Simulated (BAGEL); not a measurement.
**singlet BPNH3Cl+: levels of theory compared**

Wanted: a comparison of 6 runs (HF/3-21G, HF/6-31G*, B3LYP/6-31G*, B3LYP/cc-pVDZ, PBE0/cc-pVDZ, RI-MP2/cc-pVDZ) of singlet BPNH3Cl+. 

The calculation is run with BAGEL 1.2.2.

32 further runs of the same task are left out: 32 set aside as unsound or not needed.

**1. Starting point**

BPNH3Cl+: 7 atoms, total charge +1, spin state singlet. As SMILES of the parent species, `[NH]B(P)Cl`. Geometry: relaxed at GFN2-xTB. This is one conformer, not always the lowest. That shape belongs to the parent species and isn't relaxed for this state.

Bond lengths: N1–B2 1.299 Å, B2–P3 2.053 Å, B2–Cl4 1.711 Å, N1–H5 0.996 Å, P3–H6 1.393 Å, P3–H7 1.395 Å. Angles: N1–B2–P3 116.0°, N1–B2–Cl4 134.2°, P3–B2–Cl4 109.7°, B2–N1–H5 140.2°, B2–P3–H6 98.8°, B2–P3–H7 94.2°, H6–P3–H7 92.4°.

**2. The energy at HF/3-21G (density fitting with qzvpp-jkfit) (run 1)**

The input, input.json:

```json
{ "bagel": [

{
  "title": "molecule",
  "basis": "3-21g",
  "df_basis": "qzvpp-jkfit",
  "angstrom": "true",
  "geometry": [
    { "atom": "N", "xyz": [   -0.785510,    1.082410,   -0.724090 ] },
    { "atom": "B", "xyz": [   -0.724020,   -0.173150,   -0.395960 ] },
    { "atom": "P", "xyz": [    0.585420,   -0.644320,    1.113380 ] },
    { "atom": "Cl", "xyz": [   -1.425810,   -1.604560,   -1.018610 ] },
    { "atom": "H", "xyz": [   -0.456680,    1.970710,   -0.416170 ] },
    { "atom": "H", "xyz": [    1.270710,    0.566250,    1.185630 ] },
    { "atom": "H", "xyz": [    1.535900,   -1.197350,    0.255820 ] }
  ]
},
{ "title": "hf", "charge": 1 },
{ "title": "print", "file": "orbitals.molden", "orbitals": "true" }

]}
```

Run with:

```bash
$ BAGEL_NUM_THREADS=1 BAGEL input.json > input.out
```

The log of the run:

```text
* using 1 threads per process

  ===============================================================
  ===============================================================

  *** Geometry ***

  { "atom" : "N", "xyz" : [     -1.484399,      2.045458,     -1.368332 ] },
  { "atom" : "B", "xyz" : [     -1.368200,     -0.327206,     -0.748256 ] },
  { "atom" : "P", "xyz" : [      1.106283,     -1.217588,      2.103983 ] },
  { "atom" : "Cl", "xyz" : [     -2.694390,     -3.032179,     -1.924894 ] },
  { "atom" : "H", "xyz" : [     -0.863000,      3.724102,     -0.786447 ] },
  { "atom" : "H", "xyz" : [      2.401294,      1.070057,      2.240516 ] },
  { "atom" : "H", "xyz" : [      2.902430,     -2.262664,      0.483430 ] },

  Number of auxiliary basis functions:      462

  Since a DF basis is specified, we compute 2- and 3-index integrals:
    o Being stored without compression. Storage requirement is 0.009 GB

  Number of basis functions:       50
  Number of electrons      :       47

    * METHOD: MOLECULE                             0.16

  *** RHF ***

  === Nuclear Repulsion ===
   176.8321595676

      * DIIS with orbital gradients will be used.

  === RHF iteration (3-21g) ===
      0       -876.13841223          0.02701245           0.04
      1       -876.13995713          0.03283338           0.04
      2       -876.33560368          0.00292434           0.04
[... 22 lines of this table left out ...]
     25       -876.34327465          0.00000001           0.04
    * SCF iteration converged.

    * Permanent dipole moment:
           (   -1.501570,    -1.673424,    -0.998244) a.u.

    * METHOD: HF                                   1.16

    * METHOD: PRINT                                0.00

  ===============================================================
```

Run time: 1.5 s. Hardware: 1 thread of Arm Neoverse V2, shared host.

**3. A single-point energy at HF/6-31G(d) (density fitting with qzvpp-jkfit, spherical functions) (run 2)**

The input, input.json:

```json
{ "bagel" : [

{
  "title" : "molecule",
  "basis" : "6-31gs.json",
  "df_basis" : "qzvpp-jkfit",
  "angstrom" : true,
  "geometry" : [
    { "atom" : "N", "xyz" : [      -0.785510,       1.082410,      -0.724090 ] },
    { "atom" : "B", "xyz" : [      -0.724020,      -0.173150,      -0.395960 ] },
    { "atom" : "P", "xyz" : [       0.585420,      -0.644320,       1.113380 ] },
    { "atom" : "Cl", "xyz" : [      -1.425810,      -1.604560,      -1.018610 ] },
    { "atom" : "H", "xyz" : [      -0.456680,       1.970710,      -0.416170 ] },
    { "atom" : "H", "xyz" : [       1.270710,       0.566250,       1.185630 ] },
    { "atom" : "H", "xyz" : [       1.535900,      -1.197350,       0.255820 ] }
  ]
},

{ "title" : "hf", "charge" : 1 },

{ "title" : "print", "file" : "orbitals.molden", "orbitals" : true }

]}
```

The basis set 6-31G* is read from a file made from the Basis Set Exchange's data (not shown).

Run with:

```bash
$ BAGEL_NUM_THREADS=1 BAGEL input.json > input.out
```

The log of the run:

```text
* using 1 threads per process

  ===============================================================
  ===============================================================

  *** Geometry ***

  { "atom" : "N", "xyz" : [     -1.484399,      2.045458,     -1.368332 ] },
  { "atom" : "B", "xyz" : [     -1.368200,     -0.327206,     -0.748256 ] },
  { "atom" : "P", "xyz" : [      1.106283,     -1.217588,      2.103983 ] },
  { "atom" : "Cl", "xyz" : [     -2.694390,     -3.032179,     -1.924894 ] },
  { "atom" : "H", "xyz" : [     -0.863000,      3.724102,     -0.786447 ] },
  { "atom" : "H", "xyz" : [      2.401294,      1.070057,      2.240516 ] },
  { "atom" : "H", "xyz" : [      2.902430,     -2.262664,      0.483430 ] },

  Number of auxiliary basis functions:      462

  Since a DF basis is specified, we compute 2- and 3-index integrals:
    o Being stored without compression. Storage requirement is 0.018 GB

  Number of basis functions:       70
  Number of electrons      :       47

    * METHOD: MOLECULE                             0.21

  *** RHF ***

  === Nuclear Repulsion ===
   176.8321595676

      * DIIS with orbital gradients will be used.

  === RHF iteration (6-31gs.json) ===
      0       -880.40771761          0.02488586           0.06
      1       -880.29914409          0.03421323           0.06
      2       -880.70134872          0.00327368           0.06
[... 18 lines of this table left out ...]
     21       -880.71432702          0.00000001           0.06
    * SCF iteration converged.

    * Permanent dipole moment:
           (   -1.275493,    -1.385364,    -0.993366) a.u.

    * METHOD: HF                                   1.48

    * METHOD: PRINT                                0.01

  ===============================================================
```

It took 1.9 s on 1 thread of Arm Neoverse V2, shared host; peak memory 0.098 GiB.

**4. The energy at B3LYP/6-31G(d) (density fitting with qzvpp-jkfit, spherical functions) (run 3)**

The input, job.json:

```json
{ "bagel": [

{
  "title": "molecule",
  "basis": "6-31gs.json",
  "df_basis": "qzvpp-jkfit",
  "angstrom": true,
  "geometry": [
    { "atom": "N", "xyz": [   -0.785510,    1.082410,   -0.724090 ] },
    { "atom": "B", "xyz": [   -0.724020,   -0.173150,   -0.395960 ] },
    { "atom": "P", "xyz": [    0.585420,   -0.644320,    1.113380 ] },
    { "atom": "Cl", "xyz": [   -1.425810,   -1.604560,   -1.018610 ] },
    { "atom": "H", "xyz": [   -0.456680,    1.970710,   -0.416170 ] },
    { "atom": "H", "xyz": [    1.270710,    0.566250,    1.185630 ] },
    { "atom": "H", "xyz": [    1.535900,   -1.197350,    0.255820 ] }
  ]
},
{ "title": "ks", "xc_func": "b3lyp", "charge": 1 },
{ "title": "print", "file": "orbitals.molden", "orbitals": true }

]}
```

The basis set 6-31G* is read from a file made from the Basis Set Exchange's data (not shown).

Run with:

```bash
$ BAGEL_NUM_THREADS=1 BAGEL job.json > job.out
```

The log of the run:

```text
* using 1 threads per process

  ===============================================================
  ===============================================================

  *** Geometry ***

[... 20 lines left out ...]
    * Removing 12423 points whose weight is below 1.00e-10
[... 2 lines left out ...]
  === Nuclear Repulsion ===
   176.8321595676

       - DIIS with orbital gradients will be used.

  === KS iteration (b3lyp / 6-31gs.json) ===
      0       -837.21550175          0.16149241           0.30
      1       -824.17541194          0.16020547           0.28
      2       -812.75320720          0.09723293           0.28
[... 31 lines of this table left out ...]
     34       -882.59909633          0.00000000           0.29
    * SCF iteration converged.

    * Permanent dipole moment:
           (   -1.289103,    -1.084761,    -1.003124) a.u.

    * METHOD: KS                                  10.40

    * METHOD: PRINT                                0.01

  ===============================================================
```

It took 11 s on 1 thread of Arm Neoverse V2, shared host; peak memory 0.33 GiB.

Runs 4 to 5 aren't shown in full; the table further down has their settings and results.

**5. A single-point energy at RI-MP2/cc-pVDZ (density fitting with qzvpp-jkfit) (run 6)**

The input, calc.json:

```json
{ "bagel": [

{
  "title": "molecule",
  "basis": "cc-pvdz.json",
  "df_basis": "qzvpp-jkfit",
  "angstrom": "true",
  "geometry": [
    { "atom": "N", "xyz": [   -0.785510,    1.082410,   -0.724090 ] },
    { "atom": "B", "xyz": [   -0.724020,   -0.173150,   -0.395960 ] },
    { "atom": "P", "xyz": [    0.585420,   -0.644320,    1.113380 ] },
    { "atom": "Cl", "xyz": [   -1.425810,   -1.604560,   -1.018610 ] },
    { "atom": "H", "xyz": [   -0.456680,    1.970710,   -0.416170 ] },
    { "atom": "H", "xyz": [    1.270710,    0.566250,    1.185630 ] },
    { "atom": "H", "xyz": [    1.535900,   -1.197350,    0.255820 ] }
  ]
},
{
  "title": "hf",
  "charge": 1
},
{
  "title": "mp2",
  "charge": 1,
  "ncore": 12
}

]}
```

The basis set cc-pVDZ is read from a file made from the Basis Set Exchange's data (not shown).

Run with:

```bash
$ BAGEL_NUM_THREADS=1 BAGEL calc.json > calc.out
```

The log of the run:

```text
* using 1 threads per process

  ===============================================================
  ===============================================================

  *** Geometry ***

[... 31 lines left out ...]
    * SCF iteration converged.
[... 1 line left out ...]
    * Permanent dipole moment:
[... 2 lines left out ...]
    * METHOD: HF                                   2.02

  *** RHF ***

  === Nuclear Repulsion ===
   176.8321595676

      * DIIS with orbital gradients will be used.

  === RHF iteration (cc-pvdz.json) ===
      0       -880.77231977          0.00000000           0.07
    * SCF iteration converged.

    * Permanent dipole moment:
           (   -1.251794,    -1.346129,    -0.950993) a.u.

  === DF-MP2 calculation ===

    * freezing 12 orbitals
    * 3-index integral transformation done
    * assembly done

      MP2 correlation energy:   -0.5166953009      0.03

      MP2 total energy:       -881.2890150710

    * METHOD: MP2                                  0.18

  ===============================================================
```

Wall time 2.6 s (1 thread of Arm Neoverse V2, shared host); peak memory 0.11 GiB.

**6. All runs side by side**

| run | level | frozen core orbitals | energy (Eh) | HOMO energy (eV) | LUMO energy (eV) | HOMO–LUMO gap (eV) | wall time |
| --- | --- | --- | --- | --- | --- | --- | --- |
| 1 | HF/3-21G (density fitting with qzvpp-jkfit) | – | -876.343275 | -17.25 | -8.46 | 8.79 | 1.5 s |
| 2 | HF/6-31G* (density fitting with qzvpp-jkfit, spherical functions) | – | -880.714327 | -17.11 | -8.14 | 8.97 | 1.9 s |
| 3 | B3LYP/6-31G* (density fitting with qzvpp-jkfit, spherical functions) | – | -882.599096 | -14.04 | -11.67 | 2.37 | 11 s |
| 4 | B3LYP/cc-pVDZ (density fitting with qzvpp-jkfit) | – | -882.655362 | -14.04 | -11.65 | 2.39 | 10 s |
| 5 | PBE0/cc-pVDZ (density fitting with qzvpp-jkfit) | – | -882.236464 | -14.36 | -11.55 | 2.80 | 8.7 s |
| 6 | RI-MP2/cc-pVDZ (density fitting with qzvpp-jkfit) | 12 | -881.289015 | – | – | – | 2.6 s |

**7. Outcome**

```
                                           quantity          value
                                run 6: total energy  -881.28902 Eh
run 6: correlation energy (12 core orbitals frozen)     -516.7 mEh
```

In words: Over runs 1, 2, 3, 4, 5 the HOMO–LUMO gap runs from 2.37 eV (B3LYP/6-31G*) to 8.97 eV (HF/6-31G*). Exact exchange widens orbital gaps. Totals of different functionals can't be ranked against each other. All runs together took 36 s, the longest 11 s.
